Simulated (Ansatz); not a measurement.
# In2O: the cost of one run

Program: Ansatz 0.2.0. Level of theory: DFT PBE, scalar-relativistic, plane waves, PAW. These are calculated values, not measurements.

## (1) The starting structure

Symmetry: P6_3/mmc, No. 194, hexagonal system. Conventional cell: a = 3.192 Å, b = 3.192 Å, c = 11.024 Å, α = 90.00°, β = 90.00°, γ = 120.00°. Around In (site symmetry 3m) lie 3 O at 2.42 Å. O (site symmetry -6m2) is surrounded by 6 In at 2.42 Å.

As a file:

```cif
data_structure
_symmetry_space_group_name_H-M 'P6_3/mmc'
_symmetry_Int_Tables_number 194
_cell_length_a 3.1920
_cell_length_b 3.1920
_cell_length_c 11.0240
_cell_angle_alpha 90.000
_cell_angle_beta 90.000
_cell_angle_gamma 120.000
_cell_volume 97.27
loop_
_atom_site_label
_atom_site_type_symbol
_atom_site_symmetry_multiplicity
_atom_site_Wyckoff_symbol
_atom_site_fract_x
_atom_site_fract_y
_atom_site_fract_z
_atom_site_occupancy
In1 In 4 f 0.33333 0.66667 0.60835 1
O1 O 2 c 0.33333 0.66667 0.25000 1
```

The cell is invented: species swapped into a database cell of Re2C (P6_3/mmc, No. 194), with In on the Re sites and O on the C sites. Its size is a rough estimate.

## (2) Probe: one point on a coarse mesh

Input file input.yaml:

```yaml
crystal:
  lattice:
    - [3.19197674, 0.0, 0.0]
    - [-1.59598837, 2.76433295, 0.0]
    - [0.0, 0.0, 11.02398769]
  atoms:
    - { symbol: In, position: [0.33333333, 0.66666667, 0.6083498] }
    - { symbol: In, position: [0.66666667, 0.33333333, 0.1083498] }
    - { symbol: In, position: [0.66666667, 0.33333333, 0.3916502] }
    - { symbol: In, position: [0.33333333, 0.66666667, 0.8916502] }
    - { symbol: O, position: [0.33333333, 0.66666667, 0.25] }
    - { symbol: O, position: [0.66666667, 0.33333333, 0.75] }
basis:
  ecutwfc: 420
kpoints:
  mp_grid: { grid: [6, 6, 2] }
hamiltonian:
  xc: pbe
scf:
  occupations: { method: gaussian, width: 0.1 }
  lower_state_search: "off"
output:
  forces: true
  stress: true
  eigenvalues: true
```

Command:

```bash
ansatz run input.yaml --threads 1 --pin off --max-ram 2048MiB --backend cpu --events-out ev --progress --plain --runs-dir out
```

Q: Estimate wall time and peak memory on 1 thread of Arm Neoverse N1, shared host.

About 5.6 s, with a peak of 0.35 GiB.
